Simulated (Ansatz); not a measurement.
# AsN: a ladder of functionals and wavefunction methods

One table from this session's results is given with a row withheld; the runs are named, their logs left out.

Method: functionals in def2-TZVPP, the program's frozen cores in correlated methods; program: Ansatz 0.2.0, Gaussian basis.

Levels to be run: LDA (SPW92), PBE-D4, revPBE-D4, BLYP-D4, r2SCAN-D4, B97M-V, PBE0-D4, B3LYP-D4, r2SCANh-D4, r2SCAN0-D4, HSE06-D4, BHLYP-D4, CAM-B3LYP-D4, LC-ωPBE, ωB97X-V, ωB97M-V, B2PLYP, PBE-QIDH; CCSD(T)/def2-SVP; CCSD(T)/def2-TZVPP; CCSD(T)/def2-QZVPP; extrapolation to the limit; RPA on PBE.

### Structure used throughout

An earlier PBE0-D4 in a triple-zeta def2 set relaxation fixed the geometry.

2 atoms, charge 0, spin multiplicity 1.

Atoms are counted from 1 here; the program's logs count them from 0.

Bond lengths: N1–As2 1.603 Å.

The first run:

Contents of in.yaml:

```yaml
crystal:
  periodic: [false, false, false]
  atoms:
    - {symbol: N, position_ang: [-0.681011, 0.245378, -0.344560]}
    - {symbol: As, position_ang: [0.681011, -0.245378, 0.344560]}
basis:
  gaussian: {orbitals: def2-TZVPP}
hamiltonian: {xc: lda}
output: {orbitals: {seedname: orbitals}}
```

Started as:

```
$ ansatz run in.yaml --threads 2 --pin off --events-out ev --progress --plain --max-ram 32768MiB --backend cpu
```

Among the steps run: LDA; PBE-D4 (GGA); revPBE-D4 (GGA); BLYP-D4 (GGA); r2SCAN-D4 (meta-GGA); B97M-V (meta-GGA); PBE0-D4 (hybrid); B3LYP-D4 (hybrid); r2SCANh-D4 (hybrid); r2SCAN0-D4 (hybrid); HSE06-D4 (hybrid); BHLYP-D4 (hybrid); CAM-B3LYP-D4 (range-separated); LC-ωPBE (range-separated); ωB97X-V (range-separated); ωB97M-V (range-separated); B2PLYP (double hybrid); PBE-QIDH (double hybrid).

One table of the session follows, with a row left open; its other results are not shown here.

It belongs to the step «Frontier levels by functional». 

| functional | HOMO (eV) | LUMO (eV) | gap (eV) |
| --- | --- | --- | --- |
| LDA (SPW92) | -7.47 | -3.51 | 3.95 |
| PBE-D4 | -7.30 | -3.29 | 4.01 |
| revPBE-D4 | -7.25 | -3.21 | 4.03 |
| BLYP-D4 | -7.18 | -3.18 | 4.00 |
| r2SCAN-D4 | -7.70 | -3.25 | 4.45 |
| B97M-V | -7.71 | -3.07 | 4.64 |
| PBE0-D4 | -8.81 | -2.42 | 6.38 |
| B3LYP-D4 | -8.55 | -2.65 | 5.90 |
| r2SCANh-D4 | -8.25 | -2.91 | 5.34 |
| r2SCAN0-D4 | -9.08 | -2.40 | 6.67 |
| HSE06-D4 | -8.40 | -2.81 | 5.59 |
| BHLYP-D4 | -9.82 | -1.46 | 8.37 |
| CAM-B3LYP-D4 | -10.18 | -1.29 | 8.89 |
| LC-ωPBE | -11.57 | -0.16 | 11.41 |
| ωB97X-V | -11.18 | -0.21 | 10.97 |
| ωB97M-V | ? | ? | ? |

Q: Estimate the row for ωB97M-V from the others.

**Answer.** HOMO (eV): -11.06; LUMO (eV): -0.23; gap (eV): 10.83. In the column «HOMO (eV)» it lies between ωB97X-V (-11.18) and CAM-B3LYP-D4 (-10.18).
